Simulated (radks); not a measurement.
# Lu²⁺ in [Xe] 4f14 7s1: an all-electron calculation

One table from this session's results is given with a row withheld; the runs are named, their logs left out.

The numbers are computed with radks (a radial shooting solver on a logarithmic mesh, Libxc functionals) version 1 (scalar-relativistic Kohn-Sham, PBE, spin-unpolarised, spherical densities, finite nucleus), except any that are marked as measured or tabulated.

## Starting point

```
element            : lutetium (Z = 71)
charge             : +2
electrons          : 69
configuration      : [Xe] 4f14 7s1
nuclear rms radius : 5.37 fm
```

The outer shells:

Lu²⁺
```
[Xe] core
4f [↑↓][↑↓][↑↓][↑↓][↑↓][↑↓][↑↓]
7s [↑ ]
```

The first run:

Settings of this run:

```text
Z 71
configuration [Xe] 4f14 7s1 6s0 6p0
relativity scalar-relativistic
functional pbe,pbe
spin unpolarised
nucleus finite rms 5.37 fm
c 137.035999084
```

Launch:

```bash
$ python run_ks.py task.json out
```

This one command runs every case of the session in turn.

Steps of the session up to this table: Self-consistent calculation.

One of the session's tables, all rows but one given; the rest of the session is left out.

It belongs to the step «Radial structure». Sizes of the orbitals, from the radial functions (bohr):

| level | <r> | outermost maximum (interpolated) | 90 % within | nodes |
| --- | --- | --- | --- | --- |
| 1s | 0.01932 | 0.0121 | 0.0351 | 0 |
| 2s | 0.08184 | 0.0693 | 0.127 | 1 |
| 2p | ? | ? | ? | ? |
| 3s | 0.2126 | 0.196 | 0.312 | 2 |
| 3p | 0.2123 | 0.193 | 0.318 | 1 |
| 3d | 0.1925 | 0.157 | 0.299 | 0 |
| 4s | 0.4780 | 0.446 | 0.687 | 3 |
| 4p | 0.5079 | 0.467 | 0.739 | 2 |
| 4d | 0.5477 | 0.481 | 0.823 | 1 |
| 5s | 1.166 | 1.04 | 1.68 | 4 |
| 5p | 1.372 | 1.19 | 2.01 | 3 |
| 4f | 0.7171 | 0.469 | 1.23 | 0 |
| 6s | 2.955 | 2.65 | 4.26 | 5 |
| 6p | 3.730 | 3.26 | 5.43 | 4 |
| 7s | 5.974 | 5.90 | 8.26 | 6 |

Q: Estimate the row for 2p from the others.

The run gave: <r>: 0.07292; outermost maximum (interpolated): 0.0566; 90 % within: 0.119; nodes: 0. In the column «<r>» it lies between 1s (0.01932) and 2s (0.08184).
